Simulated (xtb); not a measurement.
**SiSbH3F (SMILES [F][Sb][SiH3]) at GFN1-xTB (alp 0.6, hydrogen mass 1 u, kpush 0.012, md dump 100 fs)**

We compute a short trajectory of SiSbH3F. 

The results are computed with xtb 6.7.1.

### Step 1. The molecule

SiSbH3F: 6 atoms, total charge 0, spin state doublet. SMILES: `[F][Sb][SiH3]`. Geometry: relaxed at PBE0-D4/def2-TZVP. The run starts from this shape.

Bond lengths: F1–Sb2 1.930 Å, Sb2–Si3 2.584 Å, Si3–H4 1.489 Å, Si3–H5 1.486 Å, Si3–H6 1.486 Å. Angles: F1–Sb2–Si3 92.8°, Sb2–Si3–H4 107.7°, Sb2–Si3–H5 110.6°, Sb2–Si3–H6 110.6°, H4–Si3–H5 109.3°, H4–Si3–H6 109.2°, H5–Si3–H6 109.4°.

### Step 2. A short trajectory at GFN1-xTB (alp 0.6, hydrogen mass 1 u, kpush 0.012, md dump 100 fs)

xtb.inp

```
$md
   temp=500
   time=1
   step=1
   dump=100
   hmass=1
   shake=0
$metadyn
   kpush=0.012
   alp=0.6
$wall
   potential=logfermi
   sphere: 6.2, all
$end
```

geo.gen

```
6 C
 F Sb Si H
   1  1      1.31840000     -1.80930000      1.35870000
   2  2     -0.27790000     -1.94950000      0.28280000
   3  3     -0.24320000      0.56140000     -0.32590000
   4  4     -1.40770000      0.82800000     -1.21490000
   5  4      1.01140000      0.90710000     -1.04410000
   6  4     -0.35890000      1.39820000      0.89710000
```

Started as:

```sh
xtb geo.gen -c 0 -u 1 --gfn 1 -I xtb.inp --metadyn 50 > xtb.out
```

**Question.** What will come out? Wanted: potential energy of the last frame.

**Answer.** As computed:

At GFN1-xTB (alp 0.6, hydrogen mass 1 u, kpush 0.012, md dump 100 fs):

```
                          quantity         value
potential energy of the last frame  -11.09746 Eh
```
